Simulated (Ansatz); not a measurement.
**CH₂BFS: how energies converge with the basis set**

The task here is to estimate one member of a computed series from the others.

Method: one geometry, several basis sets; program: Ansatz 0.2.0, Gaussian basis.

Levels to be run: PBE0-D4/def2-SVP; ωB97M-V/def2-SVP; PBE0-D4/def2-QZVPP; ωB97M-V/def2-QZVPP; the functionals' def2-TZVPP values are taken from earlier runs.

## Structure used throughout

All runs share one geometry, relaxed beforehand with PBE0-D4 in a triple-zeta def2 set.

SMILES `FB1CS1`, 6 atoms, charge 0, spin multiplicity 1.

Atoms are counted from 1 here; the program's logs count them from 0.

Bond lengths: F1–B2 1.307 Å, B2–C3 1.522 Å, B2–S4 1.743 Å, C3–S4 1.898 Å, C3–H5 1.086 Å, C3–H6 1.086 Å. Angles: F1–B2–C3 145.9°, F1–B2–S4 143.3°, C3–B2–S4 70.7°, B2–C3–S4 60.1°, B2–C3–H5 121.7°, B2–C3–H6 121.7°, S4–C3–H5 113.3°, S4–C3–H6 113.3°, H5–C3–H6 113.7°, B2–S4–C3 49.2°.

Coordinates:

```xyz
6
charge 0, multiplicity 1
F    -0.28190   -2.08672    0.29435
B    -0.32568   -0.81647   -0.00944
C     0.38570    0.52615    0.07814
S    -1.29295    0.39963   -0.79937
H     1.20223    0.78342   -0.59074
H     0.35459    1.12999    0.98076
```

Set-up of the first run:

in.yaml reads:

```yaml
crystal:
  periodic: [false, false, false]
  atoms:
    - {symbol: F, position_ang: [-0.281898, -2.086723, 0.294345]}
    - {symbol: B, position_ang: [-0.325683, -0.816470, -0.009438]}
    - {symbol: C, position_ang: [0.385702, 0.526151, 0.078141]}
    - {symbol: S, position_ang: [-1.292947, 0.399633, -0.799368]}
    - {symbol: H, position_ang: [1.202231, 0.783419, -0.590735]}
    - {symbol: H, position_ang: [0.354595, 1.129991, 0.980755]}
basis:
  gaussian: {orbitals: def2-SVP}
hamiltonian: {xc: pbe0, dispersion: d4}
output: {orbitals: {seedname: orbitals}}
```

Command:

```
> ansatz run in.yaml --threads 2 --pin off --events-out ev --progress --plain --max-ram 4352MiB
```

Steps of the session up to this table: PBE0-D4 in def2-SVP; ωB97M-V in def2-SVP; PBE0-D4 in def2-QZVPP; ωB97M-V in def2-QZVPP.

One table of the session follows, with a row left open; its other results are not shown here.

| functional | basis | HOMO (eV) | LUMO (eV) |
| --- | --- | --- | --- |
| PBE0-D4 | def2-SVP | ? | ? |
| PBE0-D4 | def2-TZVPP | -7.71 | -0.49 |
| PBE0-D4 | def2-QZVPP | -7.72 | -0.55 |
| ωB97M-V | def2-SVP | -9.75 | 1.91 |
| ωB97M-V | def2-TZVPP | -9.86 | 1.50 |
| ωB97M-V | def2-QZVPP | -9.88 | 1.18 |

**Question.** Estimate the row for PBE0-D4, def2-SVP.

The run gave: HOMO (eV): -7.63; LUMO (eV): -0.26. In the column «HOMO (eV)» it is the highest.
